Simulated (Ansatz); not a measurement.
**C2H9InOSi: one species, many methods**

Aim: compute C2H9InOSi with functionals from several rungs and with coupled cluster. The yardstick is the atomisation energy at the CCSD(T) limit.

Program: Ansatz 0.2.0, Gaussian basis. Level of theory: functionals in def2-TZVPP, the program's frozen cores in correlated methods. These are calculated values, not measurements.

Plan: LDA (SPW92), PBE-D4, revPBE-D4, BLYP-D4, r2SCAN-D4, B97M-V, PBE0-D4, B3LYP-D4, r2SCANh-D4, r2SCAN0-D4, HSE06-D4, BHLYP-D4, CAM-B3LYP-D4, LC-ωPBE, ωB97X-V, ωB97M-V, B2PLYP, PBE-QIDH; CCSD(T)/def2-SVP; CCSD(T)/def2-TZVPP; MP2/def2-QZVPP; extrapolation to the limit; RPA on PBE.

## Step 1: The geometry

The geometry comes from an earlier relaxation with PBE0-D4 in a triple-zeta def2 set; it is a stationary point, not always the lowest conformer. In takes the def2 core potential; no spin-orbit term is included.

14 atoms, charge 0, spin multiplicity 1.

Atoms are counted from 1 here; the program's logs count them from 0.

Bond lengths: C1–In2 2.131 Å, C1–H6 1.091 Å, C1–H7 1.089 Å, C1–H8 1.091 Å, In2–C3 2.136 Å, In2–O4 2.016 Å, C3–H9 1.090 Å, C3–H10 1.089 Å, C3–H11 1.092 Å, O4–Si5 1.616 Å, Si5–H12 1.492 Å, Si5–H13 1.493 Å, Si5–H14 1.498 Å. Angles: In2–C1–H6 110.9°, In2–C1–H7 108.2°, In2–C1–H8 110.3°, H6–C1–H7 109.7°, H6–C1–H8 108.3°, H7–C1–H8 109.4°, C1–In2–C3 142.3°, C1–In2–O4 107.5°, C3–In2–O4 110.2°, In2–C3–H9 108.9°, In2–C3–H10 112.0°, In2–C3–H11 108.9°, H9–C3–H10 109.8°, H9–C3–H11 108.2°, H10–C3–H11 109.0°, In2–O4–Si5 139.0°, O4–Si5–H12 111.2°, O4–Si5–H13 111.5° and more.

## Step 2: LDA

This LDA is Slater exchange with PW92 correlation.

File in.yaml:

```yaml
crystal:
  periodic: [false, false, false]
  atoms:
    - {symbol: C, position_ang: [-2.464855, 1.087109, 0.606815]}
    - {symbol: In, position_ang: [-0.425041, 0.669257, 0.152353]}
    - {symbol: C, position_ang: [1.465042, 1.614823, -0.154101]}
    - {symbol: O, position_ang: [-0.244152, -1.328784, -0.045220]}
    - {symbol: Si, position_ang: [0.890831, -2.420347, -0.407100]}
    - {symbol: H, position_ang: [-2.546679, 1.689217, 1.512439]}
    - {symbol: H, position_ang: [-2.983978, 0.139724, 0.747542]}
    - {symbol: H, position_ang: [-2.930395, 1.636196, -0.213114]}
    - {symbol: H, position_ang: [1.957955, 1.148949, -1.007906]}
    - {symbol: H, position_ang: [1.361839, 2.685531, -0.326337]}
    - {symbol: H, position_ang: [2.087582, 1.455131, 0.728212]}
    - {symbol: H, position_ang: [0.438246, -3.324435, -1.504404]}
    - {symbol: H, position_ang: [1.226262, -3.271773, 0.772387]}
    - {symbol: H, position_ang: [2.167341, -1.780597, -0.861575]}
basis:
  gaussian: {orbitals: def2-TZVPP}
hamiltonian: {xc: lda}
output: {orbitals: {seedname: orbitals}}
```

Started as:

```sh
> ansatz run in.yaml --threads 2 --pin off --events-out ev --progress --plain --max-ram 32768MiB --backend cuda --devices 0, --max-vram 18GiB
```

After this run come: PBE-D4 (GGA); revPBE-D4 (GGA); BLYP-D4 (GGA); r2SCAN-D4 (meta-GGA); B97M-V (meta-GGA); B3LYP-D4 (hybrid); r2SCANh-D4 (hybrid); r2SCAN0-D4 (hybrid); HSE06-D4 (hybrid); BHLYP-D4 (hybrid); CAM-B3LYP-D4 (range-separated); LC-ωPBE (range-separated); ωB97X-V (range-separated); ωB97M-V (range-separated); B2PLYP (double hybrid); PBE-QIDH (double hybrid); CCSD(T) in def2-SVP; CCSD(T) in def2-TZVPP; MP2 in def2-QZVPP; RPA on PBE orbitals.

Q: Predict the results of all the runs planned. Wanted: atomisation energy, CCSD(T)/CBS; farthest beyond LDA; mean size of error, GGA; mean size of error, meta-GGA; mean size of error, hybrid; mean size of error, range-separated; mean size of error, double hybrid; gap, smallest and largest; T1 diagnostic.

As calculated:

```
                               quantity                                                                            value
        atomisation energy, CCSD(T)/CBS                                                                    4800.4 kJ/mol
 functionals within 48.0 kJ/mol (1.0 %)  PBE-D4, r2SCAN-D4, B97M-V, B3LYP-D4, r2SCANh-D4, CAM-B3LYP-D4, ωB97X-V, ωB97M-V
                    farthest beyond LDA                                                         BHLYP-D4 (-137.5 kJ/mol)
                mean size of error, GGA                                                                      71.4 kJ/mol
           mean size of error, meta-GGA                                                                      23.4 kJ/mol
             mean size of error, hybrid                                                                      72.6 kJ/mol
    mean size of error, range-separated                                                                      22.0 kJ/mol
      mean size of error, double hybrid                                                                      75.3 kJ/mol
              gap, smallest and largest                                        4.36 eV (LDA (SPW92)), 11.04 eV (LC-ωPBE)
                          T1 diagnostic                                                                           0.0132
triples share of the correlation energy                                                                            3.4 %
```

What this shows: LDA overbinds by 554.1 kJ/mol (12 %). PBE-D4 is off by -15.8 kJ/mol. Double hybrids carry the basis error of their MP2 part in triple zeta, and no dispersion term here, so their miss is partly the set-up's. The rungs range-separated, meta-GGA miss on average by less than the doubt on the reference (48.0 kJ/mol), so they tie. The reference freezes the cores and leaves out spin-orbit coupling and excitations past (T), and its outer-core shells are covered unevenly, so misses under about 48.0 kJ/mol can't be ranked. All levels share the lack of spin-orbit coupling, which lowers the free heavy atoms and so the true binding. Hartree-Fock recovers 74 % of the binding; the rest is correlation. CCSD(T) in def2-SVP is off by -300.2 kJ/mol, more than most functionals: a good method in a small basis is no reference. Orbital gaps span 4.4 to 11.0 eV; exact exchange widens them. Correlated methods include outer-core shells of In, which these sets cover unevenly.
